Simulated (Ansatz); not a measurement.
# CH5SiTe radical: up Jacob's ladder to CCSD(T)

The task here is to estimate one member of a computed series from the others.

The runs use Ansatz 0.2.0, Gaussian basis; functionals in def2-TZVPP, the program's frozen cores in correlated methods.

Levels to be run: LDA (SPW92), PBE-D4, revPBE-D4, BLYP-D4, r2SCAN-D4, B97M-V, PBE0-D4, B3LYP-D4, r2SCANh-D4, r2SCAN0-D4, HSE06-D4, BHLYP-D4, CAM-B3LYP-D4, LC-ωPBE, ωB97X-V, ωB97M-V, B2PLYP, PBE-QIDH; CCSD(T)/def2-SVP; CCSD(T)/def2-TZVPP; MP2/def2-QZVPP; extrapolation to the limit; RPA on PBE.

## The geometry

All runs share one geometry, relaxed beforehand with PBE0-D4 in a triple-zeta def2 set. Te takes the def2 core potential; no spin-orbit term is included.

SMILES `C[SiH2][Te]`, 8 atoms, charge 0, spin multiplicity 2.

Atoms are counted from 1 here; the program's logs count them from 0.

Bond lengths: C1–Si2 1.867 Å, C1–H4 1.094 Å, C1–H5 1.092 Å, C1–H6 1.092 Å, Si2–Te3 2.491 Å, Si2–H7 1.488 Å, Si2–H8 1.489 Å. Angles: Si2–C1–H4 110.3°, Si2–C1–H5 110.6°, Si2–C1–H6 110.6°, H4–C1–H5 108.4°, H4–C1–H6 108.6°, H5–C1–H6 108.2°, C1–Si2–Te3 113.6°, C1–Si2–H7 110.6°, C1–Si2–H8 110.9°, Te3–Si2–H7 107.4°, Te3–Si2–H8 105.3°, H7–Si2–H8 108.7°.

Set-up of the first run:

Contents of in.yaml:

```yaml
crystal:
  periodic: [false, false, false]
  atoms:
    - {symbol: C, position_ang: [-0.676066, 0.774446, -0.166222]}
    - {symbol: Si, position_ang: [0.498819, -0.673588, -0.069880]}
    - {symbol: Te, position_ang: [1.757012, -0.798540, 2.076785]}
    - {symbol: H, position_ang: [-1.204509, 0.771089, -1.123764]}
    - {symbol: H, position_ang: [-0.133088, 1.717236, -0.074648]}
    - {symbol: H, position_ang: [-1.412303, 0.726017, 0.638293]}
    - {symbol: H, position_ang: [1.500430, -0.610464, -1.168220]}
    - {symbol: H, position_ang: [-0.238295, -1.963298, -0.168142]}
basis:
  gaussian: {orbitals: def2-TZVPP}
magnetization: {spin_polarized: true, initial_magnetization: 1}
hamiltonian: {xc: lda}
output: {orbitals: {seedname: orbitals}}
```

Started as:

```
ansatz run in.yaml --threads 4 --pin off --events-out ev --progress --plain --max-ram 10444MiB
```

Steps of the session up to this table: LDA; PBE-D4 (GGA); revPBE-D4 (GGA); BLYP-D4 (GGA); r2SCAN-D4 (meta-GGA); B97M-V (meta-GGA); PBE0-D4 (hybrid); B3LYP-D4 (hybrid); r2SCANh-D4 (hybrid); r2SCAN0-D4 (hybrid); HSE06-D4 (hybrid); BHLYP-D4 (hybrid); CAM-B3LYP-D4 (range-separated); LC-ωPBE (range-separated); ωB97X-V (range-separated); ωB97M-V (range-separated); B2PLYP (double hybrid); PBE-QIDH (double hybrid).

One of the session's tables, all rows but one given; the rest of the session is left out.

It belongs to the step «Orbital energies across the functionals». 

| functional | HOMO (eV) | LUMO (eV) | gap (eV) |
| --- | --- | --- | --- |
| LDA (SPW92) | -5.35 | -5.41 | -0.06 |
| PBE-D4 | -5.22 | -5.03 | 0.19 |
| revPBE-D4 | -5.17 | -4.90 | 0.27 |
| BLYP-D4 | -5.07 | -5.02 | 0.05 |
| r2SCAN-D4 | -5.45 | -4.74 | 0.72 |
| B97M-V | -5.45 | -4.94 | 0.51 |
| PBE0-D4 | ? | ? | ? |
| B3LYP-D4 | -6.03 | -4.44 | 1.59 |
| r2SCANh-D4 | -5.83 | -4.40 | 1.43 |
| r2SCAN0-D4 | -6.39 | -3.89 | 2.50 |
| HSE06-D4 | -5.84 | -4.46 | 1.38 |
| BHLYP-D4 | -7.10 | -3.19 | 3.91 |
| CAM-B3LYP-D4 | -7.46 | -3.07 | 4.39 |
| LC-ωPBE | -8.75 | -1.68 | 7.06 |
| ωB97X-V | -8.45 | -2.12 | 6.33 |
| ωB97M-V | -8.30 | -2.15 | 6.15 |

**Question.** Estimate the row for PBE0-D4.

The run gave: HOMO (eV): -6.23; LUMO (eV): -4.09; gap (eV): 2.14. In the column «HOMO (eV)» it lies between r2SCAN0-D4 (-6.39) and B3LYP-D4 (-6.03).

Caveats from the session: A negative gap means that an empty level lies below a filled one: whole occupations of an open shell aren't an aufbau state there.
